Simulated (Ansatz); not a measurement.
# BGeO+ (quintet): wave-function methods side by side, cc-pVDZ

The task here is to estimate one member of a computed series from the others.

Computed with Ansatz 0.2.0, Gaussian basis. Level: cc-pVDZ, core rule «outside noble gas», up to 16 orbitals frozen.

Plan: UHF; CCSD(T) on ROHF; CCSD(T) on UHF; BCCD(T) on ROHF; CISD; CCSDT(Q) on ROHF; CCSDT(Q) on UHF; CASSCF and MRCISD+Q, 10 electrons in 11 orbitals; CASSCF and NEVPT4(SD), 10 electrons in 11 orbitals; CASSCF and NEVPT2, 10 electrons in 11 orbitals.

32 further runs of the same task are left out: 6 for a known fault of the program, 11 that didn't finish, 15 set aside as unsound or not needed.

## What is computed

The geometry is a PBE0/def2-TZVP stationary point (not a proven minimum) of the parent state, kept for this charge and spin. No spin-orbit coupling is included. The filled d shell of Ge may be among the frozen orbitals whatever the setting's name suggests; the logs give the count.

3 atoms, charge 1, spin multiplicity 5.

Atoms are counted from 1 here; the program's logs count them from 0.

Bond lengths: B1–Ge2 1.875 Å, Ge2–O3 1.621 Å. Angles: B1–Ge2–O3 180.0°.

Geometry (Å):

```csv
atom,x (Å),y (Å),z (Å)
B1,0.0000,0.0000,1.7904
Ge2,0.0000,0.0000,-0.0845
O3,0.0000,0.0000,-1.7059
```

The first run:

File in.yaml:

```yaml
crystal:
  periodic: [false, false, false]
  atoms:
    - {symbol: B, position_ang: [0.000000, 0.000000, 1.790400]}
    - {symbol: Ge, position_ang: [0.000000, 0.000000, -0.084500]}
    - {symbol: O, position_ang: [0.000000, 0.000000, -1.705900]}
basis:
  gaussian: {orbitals: cc-pVDZ}
total_charge: 1
magnetization: {spin_polarized: true, initial_magnetization: 4}
hamiltonian: {xc: hf}
output: {orbitals: {seedname: orbitals}}
```

Command:

```
ansatz run in.yaml --threads 1 --pin off --events-out ev --progress --plain --max-ram 2393MiB
```

Steps of the session up to this table: UHF; CCSD(T) on ROHF; CCSD(T) on UHF; BCCD(T) on ROHF; CISD; CCSDT(Q) on ROHF; CCSDT(Q) on UHF; CASSCF and MRCISD+Q, 10 electrons in 11 orbitals; CASSCF and NEVPT4(SD), 10 electrons in 11 orbitals; CASSCF and NEVPT2, 10 electrons in 11 orbitals.

One table of the session follows, with a row left open; its other results are not shown here.

```
            method  from UCCSDT(Q) (kcal/mol)
              ROHF                          ?
               UHF                    +168.87
              RMP2                     +25.18
              UMP2                     +25.46
             RCCSD                      +7.31
             UCCSD                      +7.12
          RCCSD(T)                      +1.74
          UCCSD(T)                      +1.65
           BCCD(T)                      +1.74
            RCCSDT                      +0.68
            UCCSDT                      +0.57
         RCCSDT(Q)                      +0.16
         UCCSDT(Q)                          0
    CASSCF valence                    +115.06
    NEVPT2 valence                     +21.97
NEVPT4(SD) valence                      +3.94
    MRCISD valence                      +9.22
  MRCISD+Q valence                      +2.47
```

**Question.** Estimate the row for ROHF.

The run gave: from UCCSDT(Q) (kcal/mol): +172.81. In the column «from UCCSDT(Q) (kcal/mol)» it is the highest.

Among the levels timed on like hardware and quicker than the yardstick, those that no quicker one beats, quickest first: BCCD(T) (9.5 s, +1.74 kcal/mol); RCCSD(T) (12 s, +1.74 kcal/mol); UCCSD(T) (15 s, +1.65 kcal/mol).

Not comparable, so not listed: CISD (they don't share determinant, frozen orbitals or solution with the rows shown, or repeat one).

Caveats from the session: Of the multireference levels listed MRCISD+Q valence comes nearest in total energy (+2.47 kcal/mol), which doesn't show that its space is the better one. Restricted and unrestricted rows rest on different reference determinants; where their highest levels disagree by more than a few hundredths of an eV, they describe different states and don't form one ladder.
